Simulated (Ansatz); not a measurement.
Here is an Ansatz 0.2.0 calculation.

Contents of input.yaml:

```yaml
crystal:
  lattice:
    - [1.488162, -5.402833, 0.0]
    - [1.488162, 5.402833, 0.0]
    - [0.0, 0.0, 3.646612]
  atoms:
    - { symbol: Al, position: [0.668133, 0.331867, 0.75] }
    - { symbol: Al, position: [0.331867, 0.668133, 0.25] }
    - { symbol: O, position: [0.061072, 0.938928, 0.75] }
    - { symbol: O, position: [0.938928, 0.061072, 0.25] }
    - { symbol: O, position: [0.294184, 0.705816, 0.75] }
    - { symbol: O, position: [0.705816, 0.294184, 0.25] }
hamiltonian:
  xc: lda
  pseudopotentials: { kind: paw }
kpoints:
  mp_grid: { grid: [9, 9, 7] }
  band_path:
    path:
      - [[0.0, 0.0, 0.0], [0.2689669431, 0.2689669431, 0.0], [0.0, 0.5, 0.0], [0.0, 0.5, 0.5], [0.2689669431, 0.2689669431, 0.5], [0.0, 0.0, 0.5], [0.0, 0.0, 0.0], [-0.5, 0.5, 0.0], [-0.2689669431, 0.7310330569, 0.0], [-0.2689669431, 0.7310330569, 0.5], [-0.5, 0.5, 0.5], [-0.5, 0.5, 0.0]]
      - [[0.0, 0.0, 0.5], [-0.5, 0.5, 0.5]]
    npoints: 14
scf:
  occupations: { method: fermi_dirac, width: 0.05 }
  n_extra_bands: 15
output:
  forces: true
  stress: true
  eigenvalues: true
  fatbands: true
```

Potentials or basis: Ansatz PAW.

Launch:

```sh
$ ansatz run input.yaml --threads 2 --pin off --max-ram 5632MiB --backend cpu --events-out ev --progress --plain --runs-dir out
```

**Question.** What does it give for the pressure?

**Answer.** -11.7 GPa.

**Question.** Estimate the band gap on the k mesh.

**Answer.** None (metal or under the smearing width).

**Question.** Predict the largest force.

**Answer.** 0.447 eV/Å.

Levels at the corners of the path, in eV from the Fermi level:
```
point  band 13  band 14  band 15  band 16  band 17  band 18
    Γ    -1.29    -0.47     0.04     0.10     5.80     8.21
    X    -1.64    -1.01    -0.68    -0.03     9.63     9.80
    S    -1.80    -1.08    -0.54    -0.06     9.72     9.85
    R    -1.28    -1.28     0.19     0.19    10.01    10.01
    A    -1.37    -1.37     0.23     0.23    10.06    10.06
    Z    -1.05    -1.05    -0.19    -0.19     8.51     8.51
    Γ    -1.29    -0.47     0.04     0.10     5.80     8.21
    Y    -1.54    -1.51    -0.47    -0.01     7.19     7.52
   X1    -1.64    -1.01    -0.68    -0.03     9.63     9.80
   A1    -1.37    -1.37     0.23     0.23    10.06    10.06
    T    -1.66    -1.66     0.37     0.37     8.70     8.70
    Y    -1.54    -1.51    -0.47    -0.01     7.19     7.52
    Z    -1.05    -1.05    -0.19    -0.19     8.51     8.51
    T    -1.66    -1.66     0.37     0.37     8.70     8.70
```

Caveat: the pressure holds a Pulay correction of +1.2 GPa for the finite cutoff; the PAW data sets come from PBE, with cores solved anew for the run's functional, which leaves a small shift of forces and pressure.
